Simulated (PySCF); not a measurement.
# Cl6Ta ([TaCl6]-): the cost of one run

Computed with PySCF 2.14.0 and routines of our own; the level stands in each step. Atoms count from 0.

1 further run of the same task is left out (for a known fault of the program).

### Step 1. The starting structure

7 atoms, charge -1, multiplicity 1; geometry from: GFN2-xTB.

### Step 2. Optimising the geometry at PBE0-D3(BJ)/def2-SVP

The job: settings as JSON, then the geometry in Å.

```
{"job": {"xc": "PBE0", "basis": "def2-SVP", "d3": "d3bj", "grid": 1, "maxiter": 30, "shake": 0.03, "kind": "geom"}, "charge": -1, "multiplicity": 1}
Ta     0.061460    -0.076520     0.012550
Cl    -0.024400    -0.013190     2.350710
Cl    -0.030040     0.011850    -2.382820
Cl     2.456770     0.004410     0.003280
Cl    -2.365140    -0.037110    -0.055780
Cl    -0.031330     2.371560     0.006830
Cl     0.024540    -2.363000    -0.003320
```

On the command line:

```console
$ OMP_NUM_THREADS=1 python heavy_run.py task.json out
```

The driver reads the jobs from task.json and runs them one after another.

**Question.** How long does this first job take on 1 thread of Arm Neoverse V2, shared host, and how much memory does it need?

About 1.8 min, with a peak of 0.61 GiB.
